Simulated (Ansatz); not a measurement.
Geometry optimisation, DFT PBEsol, scalar-relativistic, plane waves, PAW in Ansatz.

input.yaml

```yaml
crystal:
  lattice:
    - [0.0, 5.43, 5.43]
    - [5.43, 0.0, 5.43]
    - [5.43, 5.43, 0.0]
  atoms:
    - { symbol: Si, position: [0.0, 0.0, 0.0] }
    - { symbol: Si, position: [0.125, 0.125, 0.125] }
    - { symbol: Si, position: [0.0, 0.0, 0.5] }
    - { symbol: Si, position: [0.125, 0.125, 0.625] }
    - { symbol: Si, position: [0.0, 0.5, 0.0] }
    - { symbol: Si, position: [0.125, 0.625, 0.125] }
    - { symbol: Si, position: [0.0, 0.5, 0.5] }
    - { symbol: Si, position: [0.125, 0.625, 0.625] }
    - { symbol: Si, position: [0.5, 0.0, 0.0] }
    - { symbol: Si, position: [0.625, 0.125, 0.125] }
    - { symbol: Si, position: [0.5, 0.0, 0.5] }
    - { symbol: Si, position: [0.625, 0.125, 0.625] }
    - { symbol: Si, position: [0.5, 0.5, 0.0] }
    - { symbol: Si, position: [0.625, 0.625, 0.125] }
    - { symbol: Si, position: [0.5, 0.5, 0.5] }
    - { symbol: Si, position: [0.625, 0.625, 0.625] }
    - { symbol: Ga, position: [0.74975484, 0.75022038, 0.75038492], spin: 1.0 }
magnetization:
  spin_polarized: true
basis:
  ecutwfc: 420.0
kpoints:
  mp_grid: { grid: [2, 2, 2] }
hamiltonian:
  xc: pbesol
  pseudopotentials: { kind: paw, azcp: { folder: soft_1 } }
scf:
  occupations: { method: gaussian, width: 0.05 }
  lower_state_search: "off"
relax:
  f_tol: 0.03
  max_steps: 60
  adjacent_minimum: "off"
output:
  write_density: true
  write_potential: true
  elf: true
  volumetric_format: npy
```

Command:

```bash
$ ansatz run input.yaml --threads 2 --pin off --max-ram 5120MiB --backend cpu --events-out ev --progress --plain --runs-dir out
```

Problem. Where does it end, and by what steps?

Solution. The forces met the threshold. Limits of this set-up: coarse k mesh, PAW files made for another functional, a small cell, in which the defect meets its images. After 3 steps the energy has fallen by 0.333 eV; Si14 moved furthest, 0.08 Å.

| step | energy less start (eV) | largest force component (eV/Å) | accepted |
| --- | --- | --- | --- |
| 0 | 0.0000 | 0.941 | yes |
| 1 | -0.2923 | 0.361 | yes |
| 2 | -0.3314 | 0.061 | yes |
| 3 | -0.3328 | 0.009 | yes |

```xyz
17
Lattice="0.0000 5.4300 5.4300 5.4300 0.0000 5.4300 5.4300 5.4300 0.0000" Properties=species:S:1:pos:R:3
Si 0.000 0.000 0.000
Si 1.343 1.343 1.343
Si 2.715 2.715 0.028
Si 4.087 4.087 1.343
Si 2.715 0.028 2.715
Si 4.087 1.343 4.087
Si 5.402 2.715 2.715
Si 6.740 4.120 4.120
Si 0.028 2.715 2.715
Si 1.343 4.087 4.087
Si 2.715 5.402 2.715
Si 4.121 6.739 4.121
Si 2.715 2.715 5.402
Si 4.121 4.121 6.739
Si 5.431 5.430 5.430
Si 6.740 6.740 6.740
Ga 8.146 8.145 8.145
```

Whether the end is a true minimum wasn't checked by a vibrational analysis.

Time of the run: 48 s on 2 threads of Arm Neoverse V2, on a shared host, peak memory 0.73 GiB.
